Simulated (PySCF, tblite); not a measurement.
**C5H8NO radical: geometry, infrared bands and EPR parameters**

What infrared bands and EPR parameters should C5H8NO radical (`[CH]1CC=NCOC1`) show?

The runs use tblite 0.8.0 and PySCF 2.14.0, with density-fitted response routines of our own; the level of theory stands in each step. All values are computed, except where a source is named. Atoms count from 0, in the outputs and in this text.

## (1) The starting structure

15 atoms, charge 0, multiplicity 2; geometry from: force field or distance geometry start.

Bonds of the start (Å): C0–C1 1.49, C1–C2 1.50, C2–N3 1.28, N3–C4 1.47, C4–O5 1.42, O5–C6 1.41, C6–C0 1.47, C0–H7 1.08, C1–H8 1.08, C1–H9 1.11, C2–H10 1.11, C4–H11 1.10, C4–H12 1.10, C6–H13 1.10, C6–H14 1.09.

## (2) Geometry optimisation with GFN2-xTB

Job settings and geometry (Å):

```
{"job": {"kind": "relax", "xc": "GFN2-xTB", "basis": "xTB"}, "charge": 0, "multiplicity": 2}
C     -1.083600    -0.872900    -0.202600
C     -1.332100     0.470500     0.400400
C     -0.460400     1.501500    -0.264400
N      0.808200     1.518500    -0.418200
C      1.643400     0.433000     0.121600
O      1.057700    -0.699400     0.749600
C      0.264400    -1.466300    -0.133900
H     -1.885700    -1.393200    -0.700700
H     -2.370200     0.748300     0.271300
H     -1.131700     0.464400     1.490300
H     -1.021800     2.368700    -0.680000
H      2.293200     0.074800    -0.690600
H      2.309300     0.883000     0.867100
H      0.187800    -2.477000     0.288300
H      0.717100    -1.545800    -1.120000
```

Started as:

```console
OMP_NUM_THREADS=1 python probes_run.py task.json out
```

One launch serves the whole session: the jobs run in the order shown.

**Question.** This job is followed by: GFN2-xTB harmonic vibrations, gas phase; UKS B3LYP, pcH-1 on C H N O, non-relativistic, mean-field spin-orbit, GIAO. Predict these results of the whole session: strongest single infrared mode (GFN2-xTB); zero-point energy (GFN2-xTB); g(iso) (B3LYP); ⟨S²⟩; largest a(iso) (averaged by class); potential on the surface of density 0.002 e/bohr³, 1st and 99th percentile.

As calculated:

| quantity | value |
| --- | --- |
| strongest single infrared mode (GFN2-xTB) | 1754 cm⁻¹, 169 km/mol |
| zero-point energy (GFN2-xTB) | 75.6 kcal/mol |
| g(iso) (B3LYP) | 2.00247 |
| ⟨S²⟩ | 0.754 (exact 0.75) |
| largest a(iso) (averaged by class) | 13C on C0, 104.9 MHz |
| potential on the surface of density 0.002 e/bohr³, 1st and 99th percentile | -1.59 V and 0.88 V |

What this shows: The optimisation took 79 steps and gained 0.207 eV; among the close pairs (by a distance rule), N3–C4 changed most, from 1.472 to 1.427 Å. All 39 modes are real, so the xTB geometry is a minimum. The strongest single mode, at 1754 cm⁻¹, moves mainly C2 and N3. GFN2-xTB is a fitted tight-binding method: band positions and strengths are rough. Its intensities can rank the bands wrongly. C0 carries the largest spin population, 1.01 e. The isotropic g lies 0.2 ppt above the free-electron value.
